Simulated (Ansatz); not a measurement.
From input file to script: BeAu, space group P2_13 in Ansatz 0.2.0.

```yaml
crystal:
  lattice:
    - [4.668, 0.0, 0.0]
    - [0.0, 4.668, 0.0]
    - [0.0, 0.0, 4.668]
  atoms:
    - { symbol: Be, position: [0.844, 0.844, 0.844] }
    - { symbol: Be, position: [0.656, 0.156, 0.344] }
    - { symbol: Be, position: [0.344, 0.656, 0.156] }
    - { symbol: Be, position: [0.156, 0.344, 0.656] }
    - { symbol: Au, position: [0.15, 0.15, 0.15] }
    - { symbol: Au, position: [0.35, 0.85, 0.65] }
    - { symbol: Au, position: [0.65, 0.35, 0.85] }
    - { symbol: Au, position: [0.85, 0.65, 0.35] }
kpoints:
  mp_grid: { kspacing: 0.3 }
hamiltonian:
  xc: pbesol
scf:
  occupations: { method: cold, width: 0.05 }
output:
  forces: true
```

The program run on that file:
```console
$ ansatz run input.yaml --threads 1 --pin off --max-ram 3072MiB --backend cpu --events-out ev --progress --plain --runs-dir out
Engine: ansatz 0.2.0, x86_64-unknown-linux-gnu
Pseudopotentials: kind: paw
Pseudopotential: Be, paw, valence charge 2, recommended cutoff 420 eV (normal), Be.paw.azcp
Pseudopotential: Au, paw, valence charge 19, recommended cutoff 420 eV (normal), Au.paw.azcp
Functional definition: PBEsol
  exchange = pbesol_x
  correlation = pbesol_c
Crystal: 8 atoms, lattice volume = 101.717 Å³
Basis set: ecut = 420 eV, 1935 PW (Γ), exchange–correlation on 64×64×64 points (8 copies of the dense FFT grid, shifted against one another)
Bands: 50, of which v1, the nominal top of the filled ones, is band 42 counted from 1 (41 counted from 0)
Symmetry: 12 space group operations
Space group: P213 (ITA 198), of the structure as read, at distance tolerance 4.7e-5 Å
k-points: 11 of 125 (time reversal used)
Non-local potential: Be, projectors of the file, l = 0: 2, l = 1: 2, l = 2: 1
Non-local potential: Au, projectors of the file, l = 0: 3, l = 1: 2, l = 2: 2, l = 3: 1
PAW form: soft (Blöchl's): semilocal exchange-correlation on the pseudo side does not see the compensation charge
PAW frozen core: Be, regenerated for the run's functional, and the local potential with it (the file was generated under x = pbe(κ = 0.804, μ = 0.2195149727645171), c = pbe(β = 0.06672455060314922))
PAW frozen core: Au, regenerated for the run's functional, and the local potential with it (the file was generated under x = pbe(κ = 0.804, μ = 0.2195149727645171), c = pbe(β = 0.06672455060314922))
PAW one-centre angular grid: Be, 110 points (default); XC on 64 Gauss nodes
PAW one-centre angular grid: Au, 590 points (default); XC on 64 Gauss nodes
Initial density: superposition of atomic densities (neutral atoms: chi_scale 0, normalization atom), corrected by the library's trained network
Initial wavefunctions: pseudopotential atomic-orbital guess
Functional: x = pbesol(κ = 0.804, μ = 0.12345679012345678), c = pbesol(β = 0.046)
SCF iter   1: F=—  HF=-52391.419387 eV  |F-HF|=—  |Δ(HF+E_count)|=         —  Δρ=4.92e-3  dr2=1.40e-2  ethr=1.77e-3  ⟨swp⟩=6.8  Hψ=2218  notcnv=0  defer=3
preconditioner: auto → Kerker (q_TF=auto, 2.643 Å⁻¹)  [metal: Δε(μ)=0.056 eV  Ē_g=9.262 eV  σ=0.050 eV  W_gap=0.46  n_scr=26 (ndim 8)  ℏωp=26.5 eV  f_vac=0.000  D(μ)=5.34/eV (n_scr^D=56)]
SCF iter   2: F=—  HF=-52391.415216 eV  |F-HF|=—  |Δ(HF+E_count)|=   4.17e-3  S|Δr|=    0.00e0  Δρ=2.48e-3  dr2=3.47e-3  ethr=1.67e-5  ⟨swp⟩=2.2  Hψ=889  notcnv=0  defer=12
SCF iter   3: F=—  HF=-52391.414347 eV  |F-HF|=—  |Δ(HF+E_count)|=   8.69e-4  S|Δr|=    0.00e0  Δρ=6.11e-4  dr2=4.71e-4  ethr=4.13e-6  ⟨swp⟩=2.8  Hψ=856  notcnv=0  defer=12
SCF iter   4: F=—  HF=-52391.414197 eV  |F-HF|=—  |Δ(HF+E_count)|=   1.50e-4  S|Δr|=    0.00e0  Δρ=1.15e-4  dr2=1.28e-5  ethr=5.60e-7  ⟨swp⟩=2.0  Hψ=810  notcnv=0  defer=12
SCF iter   5: F=—  HF=-52391.414212 eV  |F-HF|=—  |Δ(HF+E_count)|=   1.50e-5  S|Δr|=    0.00e0  Δρ=2.32e-5  dr2=3.99e-7  ethr=1.53e-8  ⟨swp⟩=2.5  Hψ=985  notcnv=0  defer=12
SCF iter   6: F=-52391.414212 eV  HF=-52391.414212 eV  |F-HF|=9.09e-9  |Δ(HF+E_count)|=   2.44e-8  S|Δr|=    0.00e0  Δρ=4.00e-6  dr2=1.64e-8  ethr=1.21e-10  ⟨swp⟩=4.4  Hψ=1818  notcnv=0
SCF 1 converged in 6 iterations: F = -52391.414212 eV  dr2 = 1.64e-8
  greatest PAW one-centre occupation: 1.001 electrons in one spin orbital (limit 2), on the Au atom at site 7 (counted from 0), in its partial waves of l = 0
SCF converged after 6 iterations
Stability not checked: this state was not tested for a lower state beside it, because cold or Methfessel-Paxton smearing, or corrected tetrahedra, fill the levels in a way that the test cannot read (fill_not_monotonic; see scf.lower_state_search)
Free energy (F): -52391.414212 eV
Harris-Foulkes:  -52391.414212 eV  (|F-HF|=9.09e-9)
Internal energy: -52391.414888 eV  (E = F + TS)
E sigma→0 (E₀):  -52391.414437 eV
Entropy (-TS):   0.000675 eV (0.084 meV/atom)
Fermi energy:    16.671999 eV
--- Per-component energies (eV) ---
  E_band       = -1111.018037
  E_kinetic    = 2492.900546
  E_local      = -8932.649306  (includes V_loc(G=0)·N_el)
  E_nonlocal   = 314.451554
  E_hartree    = 3825.091730
  E_xc         = -988.210988
  E_vxc        = -1186.541023  (∫ρ·V_xc dr)
  E_paw        = -38484.245839  (= ΣΔE_a)
  E_vpaw       = -1449.380599  (= ΣTr[D̂ρ^β])
  E_aug_tail   = 0.005471  (compensation charges beyond the density's cutoff)
  E_ewald      = -10620.034097
  E_core_change = 1.276042  (= ΣΔE_core)
  E_smearing   = 0.000675  (= −TS)
  E_closure    = -0.000000  (closes the sum)
  Σ components = -52391.414212   (vs F -52391.414212, Δ=0.00e0)
--- Forces (eV/Å), atoms counted from 1 ---
  atom   1  Be     0.03244544     0.03244544     0.03244544
  atom   2  Be    -0.03244544    -0.03244544     0.03244544
  atom   3  Be     0.03244544    -0.03244544    -0.03244544
  atom   4  Be    -0.03244544     0.03244544    -0.03244544
  atom   5  Au     0.04139156     0.04139156     0.04139156
  atom   6  Au    -0.04139156    -0.04139156     0.04139156
  atom   7  Au     0.04139156    -0.04139156    -0.04139156
  atom   8  Au    -0.04139156     0.04139156    -0.04139156
  max |Σ_I F_I| component: 1.11e-16 eV/Å
```

`deck.py`
```python
# -*- coding: utf-8 -*-
"""BeAu from an input typed as a mapping."""

import json

import ansatz
import numpy as np


def main():
    settings = {
        "crystal": {
            "lattice": [[4.668, 0.0, 0.0], [0.0, 4.668, 0.0], [0.0, 0.0, 4.668]],
            "atoms": [
                {"symbol": "Be", "position": [0.844, 0.844, 0.844]},
                {"symbol": "Be", "position": [0.656, 0.156, 0.344]},
                {"symbol": "Be", "position": [0.344, 0.656, 0.156]},
                {"symbol": "Be", "position": [0.156, 0.344, 0.656]},
                {"symbol": "Au", "position": [0.15, 0.15, 0.15]},
                {"symbol": "Au", "position": [0.35, 0.85, 0.65]},
                {"symbol": "Au", "position": [0.65, 0.35, 0.85]},
                {"symbol": "Au", "position": [0.85, 0.65, 0.35]},
            ],
        },
        "kpoints": {"mp_grid": {"kspacing": 0.3}},
        "hamiltonian": {"xc": "pbesol"},
        "scf": {"occupations": {"method": "cold", "width": 0.05}},
        "output": {"forces": True},
    }

    planned = ansatz.Session.from_dict(settings).plan(threads=1, pin="off")
    outcome = planned.execute()
    report = outcome.report

    print("%-22s %14.5f eV" % ("F = E - TS", report["free_energy_ev"]))
    print("%-22s %14.5f eV" % ("E", report["internal_energy_ev"]))
    print("%-22s %14.5f eV" % ("Harris-Foulkes", report["harris_foulkes_ev"]))
    print("%-22s %14.5f eV" % ("Fermi level", report["fermi_energy_ev"]))

    # forces, one row an atom
    forces = np.array(report["forces_ev_ang"])
    norms = np.linalg.norm(forces, axis=1)
    print("largest force {:.4f} eV/A on atom {}".format(norms.max(), norms.argmax()))
    print(np.array2string(forces, precision=4, suppress_small=True))

    keep = ["free_energy_ev", "energy_sigma0_ev", "fermi_energy_ev", "n_iterations", "converged", "magnetization_mub", "n_kpoints"]
    with open("beau.json", "w") as handle:
        json.dump({key: report[key] for key in keep}, handle, indent=1)

    used = report["setup"]
    print("cutoffs (eV):", used["ecut_ev"], used["ecutrho_ev"], " FFT grid:", used["fft_dense"])
    print("cell volume {:.3f} A^3, {} symmetry operations".format(used["cell_volume_ang3"], used["n_sym_ops"]))


if __name__ == "__main__":
    main()
```

```console
$ python deck.py
DeckWarning: basis.ecutwfc = 420 eV, auto-derived from the records' recommended cutoffs: set by Be (normal level)
F = E - TS               -52391.41421 eV
E                        -52391.41489 eV
Harris-Foulkes           -52391.41421 eV
Fermi level                  16.67200 eV
largest force 0.0717 eV/A on atom 6
[[ 0.0324  0.0324  0.0324]
 [-0.0324 -0.0324  0.0324]
 [ 0.0324 -0.0324 -0.0324]
 [-0.0324  0.0324 -0.0324]
 [ 0.0414  0.0414  0.0414]
 [-0.0414 -0.0414  0.0414]
 [ 0.0414 -0.0414 -0.0414]
 [-0.0414  0.0414 -0.0414]]
cutoffs (eV): 420.0 1680.0  FFT grid: [32, 32, 32]
cell volume 101.717 A^3, 12 symmetry operations
```
(Warnings from the package without file and line, repeats left out.)

Caveats:
- Total energies depend on the potentials; only differences at equal settings carry meaning. A total without «per atom» is that of the cell as typed.
- The negative TS is no error: cold and Methfessel-Paxton smearing have a generalised entropy.
- For a metal this k-point mesh is coarse: on a finer one energies can move by several to tens of meV an atom and pressures by half a GPa or more, differences at one mesh by less.
- An absolute Fermi energy rests on an arbitrary zero of the periodic potential and has no direct meaning.
- Spin-orbit coupling, which matters for elements this heavy, is left out.
- The structure is a deposited one; some such entries were measured under pressure or heat, so a shift against it needn't be the functional's error alone.
- By the engine's processor time: 3.1 s on 1 thread of Intel(R) Xeon(R) Processor @ 2.30GHz, with other jobs on the host, peak memory 0.57 GiB.

(A comment or docstring line of the script was reworded after the run, the code is as it ran; lines on the test bed's own set-up are left out of the output.)
